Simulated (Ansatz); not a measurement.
This script drives Ansatz 0.2.0, Python API.

The script, `bh3s3.py`:
```python
# -*- coding: utf-8 -*-
"""A short Born-Oppenheimer trajectory of BH3S3."""

import ansatz as az
from ase import Atoms
import numpy as np

SETTINGS = {
    "basis": "6-31G*",
    "functional": "pbe",
    "n_steps": 20,
    "temperature_k": 300,
}

atoms = Atoms(["S", "B", "S", "S", "H", "H", "H"], positions=[
    (-0.9433, 1.5601, 0.1278),
    (0.1446, 0.1072, 0.0563),
    (0.3246, -0.9723, 1.5663),
    (1.1459, -0.2957, -1.5313),
    (-2.0937, 0.833, -0.3218),
    (1.4396, -0.186, 2.0399),
    (0.0435, -1.1143, -1.9828),
])
bh3s3 = az.Crystal.molecule_from_ase(atoms)

setup = (
    bh3s3.calculation()
    .basis(gaussian=SETTINGS["basis"])
    .functional(SETTINGS["functional"])
    .accuracy("high")
    .md("nvt_nose_hoover", timestep=0.5, steps=SETTINGS["n_steps"], temperature=SETTINGS["temperature_k"], initial_velocities="maxwell_boltzmann", seed=48, thermostat_time=10)
)
frames = []
setup.session().plan().execute(on_event=lambda e: frames.append(e["data"]) if e["event"] == "md_step" else None)
print("t (fs)   E_pot (eV)      E_kin (eV)   T (K)   d(0-1) (A)")
for f in frames[::2]:
    xyz = np.array(f["positions_ang"])
    print(f"{f['time_fs']:6.2f} {f['lagrangian_ev']:14.5f} {f['e_kin_ev']:10.5f} {f['temperature_k']:8.1f} {np.linalg.norm(xyz[0] - xyz[1]):9.4f}")
kept = np.array([f["conserved_ev"] for f in frames])
print(f"conserved energy moves by at most {1000 * np.ptp(kept):.3f} meV")
```

It is started by `python bh3s3.py`. How long does it take on 1 thread of Arm Neoverse V1 (shared host), and how much memory does it need?

It took about 3.3 min, with a peak of 0.27 GiB, for 1 run of the engine.

Output of `python bh3s3.py`:
```text
t (fs)   E_pot (eV)      E_kin (eV)   T (K)   d(0-1) (A)
  0.00   -33214.77340    0.19389    300.0    1.8165
  1.00   -33214.86424    0.28324    438.3    1.8059
  2.00   -33214.93709    0.35134    543.6    1.7970
  3.00   -33214.92072    0.32565    503.9    1.7899
  4.00   -33214.81155    0.20743    320.9    1.7850
  5.00   -33214.71210    0.10347    160.1    1.7822
  6.00   -33214.73086    0.11810    182.7    1.7817
  7.00   -33214.84098    0.22100    341.9    1.7833
  8.00   -33214.92262    0.29246    452.5    1.7869
  9.00   -33214.91215    0.26927    416.6    1.7925
 10.00   -33214.84164    0.18677    289.0    1.7995
conserved energy moves by at most 3.693 meV
```

Reading the output:
- The settings weren't tested for convergence.
- The trajectory is only some femtoseconds long, so its temperature is not equilibrated; where the script doesn't relax first, it starts from a rough generated geometry.
- The temperature counts the internal degrees of freedom alone.

(A comment or docstring line of the script was reworded after the run, the code is as it ran; lines on the test bed's own set-up are left out of the output.)
